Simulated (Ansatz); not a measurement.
# GdO (zincblende): exact exchange against the cheap answer (a further series)

How far do hybrid functionals move GdO (zincblende) from its cheap description, and at what price?

Program: Ansatz 0.2.0. Level of theory: DFT at several levels, plane waves, PAW. These are calculated values, not measurements.

1 further run of the same task is left out (set aside as unsound or not needed).

### Step 1. The starting structure

Symmetry: F-43m, No. 216, cubic system. The conventional cell has a = 5.400 Å, b = 5.400 Å, c = 5.400 Å, α = 90.00°, β = 90.00°, γ = 90.00°. Gd (site symmetry -43m) is surrounded by 4 O at 2.34 Å. Around O (site symmetry -43m) lie 4 Gd at 2.34 Å.

Structure file:

```xyz
2
Lattice="0.0000 2.7000 2.7000 2.7000 0.0000 2.7000 2.7000 2.7000 0.0000" Properties=species:S:1:pos:R:3 pbc="T T T"
Gd    0.0000    0.0000    0.0000
O     1.3500    1.3500    1.3500
```

An earlier run at PBE+U (U_eff = 6 eV on Gd 4f) left this cell at 19.683 Å³/atom and -0.19 GPa (8×8×8 mesh), metallic, moments in the atoms' spheres Gd 7.02 μB.

All runs below keep this geometry.

Levels to run, all on a 6×6×6 mesh: HISS; PBE0 form (fraction 0.35); HSE06 form (fraction 0.45, screening 0.3 Å⁻¹). Hardware: 4 threads of Arm Neoverse V1, shared host.

An earlier series ran PBE with U = 6 eV on Gd 4f on this mesh: volume 19.683 Å³/atom, pressure -0.12 GPa, no gap, moments in the atoms' spheres Gd 7.01 μB.

### Step 2. HISS

input.yaml

```yaml
crystal:
  lattice:
    - [0.0, 2.7, 2.7]
    - [2.7, 0.0, 2.7]
    - [2.7, 2.7, 0.0]
  atoms:
    - { symbol: Gd, position: [0.0, 0.0, 0.0], spin: 7.72 }
    - { symbol: O, position: [0.25, 0.25, 0.25] }
basis:
  ecutwfc: 420
  ecutrho_ratio: 4
kpoints:
  mp_grid: { grid: [6, 6, 6] }
hamiltonian:
  xc: hiss
scf:
  occupations: { method: gaussian, width: 0.05 }
  n_extra_bands: 13
  exx: { singularity: none }
output:
  forces: true
  stress: true
  eigenvalues: true
  populations: true
  hubbard: { sites: [{ species: Gd, l: f }] }
  dos: { projected: true, de: 0.02 }
magnetization:
  spin_polarized: true
checkpoint:
  read: start.run
  write: ck
  compress: false
  write_wavefunctions: false
  write_every: 100000
```

start.run holds the state of a PBE+U run on this cell.

Run with:

```bash
$ ansatz run input.yaml --threads 4 --pin off --max-ram 6144MiB --backend cpu --events-out ev --progress --plain --runs-dir out
```

The runs that follow: PBE0 form (fraction 0.35); HSE06 form (fraction 0.45, screening 0.3 Å⁻¹).

What does the calculation give? Wanted: for each run, exact exchange; change of gap; pressure; largest spin moment.

**Answer**, as computed:

| level | exact exchange | gap on the mesh (eV) | change of gap (eV) | pressure (GPa) | largest spin moment (μB) | wall time | CPU time |
| --- | --- | --- | --- | --- | --- | --- | --- |
| PBE with U = 6 eV on Gd 4f (earlier series) | 0.00 | metal | 0 | -0.1 | 7.01 | 1.4 s | 4.5 s |
| HISS | by range | metal | 0 | -2.7 | 7.02 | 37 s | 2.1 min |
| PBE0 form (fraction 0.35) | 0.35 | 0.90 | +0.90 | -2.7 | 7.04 | 38 s | 2.3 min |
| HSE06 form (fraction 0.45, screening 0.3 Å⁻¹) | 0.45 | metal | 0 | -3.2 | 7.05 | 28 s | 99 s |

Changes count from PBE with U = 6 eV on Gd 4f. Times are on 4 threads of Arm Neoverse V1, shared host; the hybrid runs also made densities of states.

Exact exchange opens a gap in 1 of 3 runs, where PBE with U = 6 eV on Gd 4f gives a metal. The pressure spans -3.2 to -0.1 GPa, negative where a level wants a smaller cell on this coarse mesh, whose own error is in all of them. «metal» means no gap on the mesh; bands that overlap can still move apart without opening one. The median run with exact exchange took 28 times the CPU time of the cheap one, which started from a converged state. Gaps are over this coarse mesh alone, and total energies of different levels can't be compared. With a Hubbard U or exact exchange the result depends on the state in which the open shell ends, and a lower one can't be excluded. The program warned that the SCF threshold is loose for the stress of this hybrid run. Spin–orbit coupling is left out, though the cell holds Gd; it splits the 4f levels.
